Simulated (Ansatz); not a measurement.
# SbH₂+ (singlet): wave-function methods side by side at angle H2–Sb1–H3 = 180.0°, def2-SVP

An exercise on one series of results from a longer session: the logs are not shown, and one member is left open.

The runs use Ansatz 0.2.0, Gaussian basis; def2-SVP, core rule «outside noble gas», up to 9 orbitals frozen.

Plan: UHF; CCSD(T) on RHF; CCSD(T) on UHF; BCCD(T) on RHF; CISD; CCSDT(Q) on RHF; CCSDT(Q) on UHF; CCSDTQ on RHF; CASSCF and MRCISD+Q, 2 electrons in 2 orbitals; CASSCF and NEVPT2, 2 electrons in 2 orbitals; CASSCF and MRCISD+Q, 6 electrons in 6 orbitals; CASSCF and MRCISD+Q(relaxed), 6 electrons in 6 orbitals; CASSCF and NEVPT2, 6 electrons in 6 orbitals; Full CI.

12 further runs of the same task are left out: 10 that didn't finish, 2 set aside as unsound or not needed.

### The system

The geometry derives from a PBE0/def2-TZVP stationary point (not a proven minimum). One angle is set to the value named; bond lengths are kept. No spin-orbit coupling is included. Elements past krypton take def2 core potentials.

3 atoms, charge 1, spin multiplicity 1.

Atoms are counted from 1 here; the program's logs count them from 0.

Bond lengths: Sb1–H2 1.709 Å, Sb1–H3 1.709 Å. Angles: H2–Sb1–H3 180.0°.

Set-up of the first run:

Contents of in.yaml:

```yaml
crystal:
  periodic: [false, false, false]
  atoms:
    - {symbol: Sb, position_ang: [0.000000, 0.000000, 0.000000]}
    - {symbol: H, position_ang: [0.000000, 0.000000, 1.708526]}
    - {symbol: H, position_ang: [0.000000, 0.000000, -1.708526]}
basis:
  gaussian: {orbitals: def2-SVP}
total_charge: 1
magnetization: {spin_polarized: true, initial_magnetization: 0}
hamiltonian: {xc: hf}
output: {orbitals: {seedname: orbitals}}
```

Run with:

```console
$ ansatz run in.yaml --threads 1 --pin off --events-out ev --progress --plain --max-ram 2393MiB
```

Among the steps run: UHF; CCSD(T) on RHF; CCSD(T) on UHF; BCCD(T) on RHF; CISD; CCSDT(Q) on RHF; CCSDT(Q) on UHF; CCSDTQ on RHF; CASSCF and MRCISD+Q, 2 electrons in 2 orbitals; CASSCF and NEVPT2, 2 electrons in 2 orbitals; CASSCF and MRCISD+Q, 6 electrons in 6 orbitals; CASSCF and MRCISD+Q(relaxed), 6 electrons in 6 orbitals; CASSCF and NEVPT2, 6 electrons in 6 orbitals; Full CI.

One table of the session follows, with a row left open; its other results are not shown here.

| method | from FCI (kcal/mol) |
| --- | --- |
| RHF | +78.61 |
| RMP2 | +26.92 |
| CISD | +12.57 |
| RCCSD | +6.84 |
| RCCSD(T) | ? |
| BCCD(T) | +2.57 |
| RCCSDT | +0.28 |
| RCCSDT(Q) | -0.13 |
| RCCSDTQ | 0.00 |
| CASSCF valence | +40.61 |
| NEVPT2 valence | +9.75 |
| MRCISD valence | +1.23 |
| MRCISD+Q valence | -0.66 |
| MRCISD+Q(relaxed) valence | -0.80 |
| FCI | 0 |

Q: Estimate the row for RCCSD(T) from the others.

As computed: from FCI (kcal/mol): +2.56. In the column «from FCI (kcal/mol)» it lies between MRCISD valence (+1.23) and BCCD(T) (+2.57).

Left out of the table: CASSCF pair, NEVPT2 pair, MRCISD pair, MRCISD+Q pair (the active space lost an orbital or holds another state than full CI finds).

To keep in mind: The report flags that the cluster equations may have other roots. Left out of the table: UHF, UMP2, UCCSD, UCCSD(T), UCCSDT, UCCSDT(Q) (another determinant or state than the rows shown). The program flags RCCSDT(Q), RCCSDTQ as in doubt, so those rows may rest on another solution; read them beside their warnings. RCCSDT(Q), MRCISD+Q valence, MRCISD+Q(relaxed) valence fall below full CI, which methods that aren't variational can do. Warnings in the runs' records: passed over end.
